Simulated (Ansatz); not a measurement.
A nudged elastic band was laid between two geometries of a periodic cell of 13 atoms, CuRu12 (host Ru, host structure hcp, interstitial Cu).

Method: DFT LDA, scalar-relativistic, plane waves, PAW in Ansatz 0.2.0. Settings: cutoff 420 eV, k mesh 4x3x4, gaussian smearing 0.05 eV, no spin polarisation.

```yaml
movable_images: 3
climbing_image: yes
spring: 5.0 eV/Å²
optimiser: quadratic models (default)
start_path: IDPP
force_threshold: 0.03 eV/Å
iteration_limit: 80
end_points: relaxed
```

First end point:

```xyz
13
Lattice="5.4000 0.0000 0.0000 -4.0500 7.0148 0.0000 0.0000 0.0000 4.2768" Properties=species:S:1:pos:R:3
Ru -0.143 -0.175 0.222
Ru -0.160 1.697 1.894
Ru -1.344 2.319 -0.179
Ru -1.334 3.908 2.146
Ru -2.685 4.672 -0.069
Ru -2.697 5.976 2.005
Ru 2.857 -0.132 0.235
Ru 2.840 1.740 1.908
Ru 1.345 2.604 0.124
Ru 1.332 3.908 2.198
Ru -0.019 4.672 -0.016
Ru -0.009 6.261 2.309
Cu 1.348 0.782 3.203
```

Last end point:

```xyz
13
Lattice="5.4000 0.0000 0.0000 -4.0500 7.0148 0.0000 0.0000 0.0000 4.2768" Properties=species:S:1:pos:R:3
Ru -0.139 -0.179 -0.227
Ru -0.156 1.693 2.378
Ru -1.341 2.315 0.174
Ru -1.332 3.905 2.125
Ru -2.683 4.668 0.061
Ru -2.696 5.972 2.264
Ru 2.859 -0.135 -0.242
Ru 2.843 1.738 2.364
Ru 1.348 2.601 -0.129
Ru 1.335 3.904 2.073
Ru -0.015 4.668 0.010
Ru -0.005 6.258 1.962
Cu 1.352 0.779 1.069
```

Problem. Which bonds break or form, and what moves?

Solution. The atom that moves furthest is Cu13, by 2.13 Å; four of its nearest neighbours are Ru6 2.18, Ru9 2.18, Ru1 2.20, Ru8 2.20 Å at the first end and Ru6 2.18, Ru9 2.18, Ru8 2.20, Ru1 2.20 Å at the last.

Problem. Give the energies along the band, and the barrier.

Solution. The run converged. The highest image is number 2 of 0 to 4, 1.81 eV above the ends, which have the same energy within 2 meV. Neighbouring images differ by up to 1.3 eV, so the band resolves the path poorly. By the program's own check the climbing image is a first-order saddle point (lowest curvatures found: -1.20 and 1.72 eV/Å²). Limits of this set-up: coarse k mesh, a small cell, in which the defect meets its images, a typed lattice constant that wasn't relaxed here.

```tsv
image	path coordinate (Å)	energy (eV)
0	0.00	0.00
1	1.29	0.55
2	2.59	1.81
3	3.61	0.67
4	4.63	0.00
```

Problem. What is the geometry of the highest image?

Solution. 
```xyz
13
Lattice="5.4000 0.0000 0.0000 -4.0500 7.0148 0.0000 0.0000 0.0000 4.2768" Properties=species:S:1:pos:R:3
Ru 0.010 0.080 -0.130
Ru -0.134 1.717 2.243
Ru -1.219 2.484 0.147
Ru -1.173 4.082 2.090
Ru -2.548 4.705 -0.173
Ru -3.444 5.539 1.848
Ru 2.731 0.062 -0.159
Ru 2.953 1.952 2.387
Ru 1.429 2.319 0.229
Ru 1.264 3.614 2.449
Ru 0.079 4.817 0.056
Ru -0.202 6.491 2.024
Cu 1.604 0.347 1.920
```

The band took 32 iterations and about 70 core-minutes.

Run time: 22 min on 4 threads of Intel(R) Xeon(R) CPU @ 2.60GHz (Ice Lake), on a shared host, peak memory 2.2 GiB.
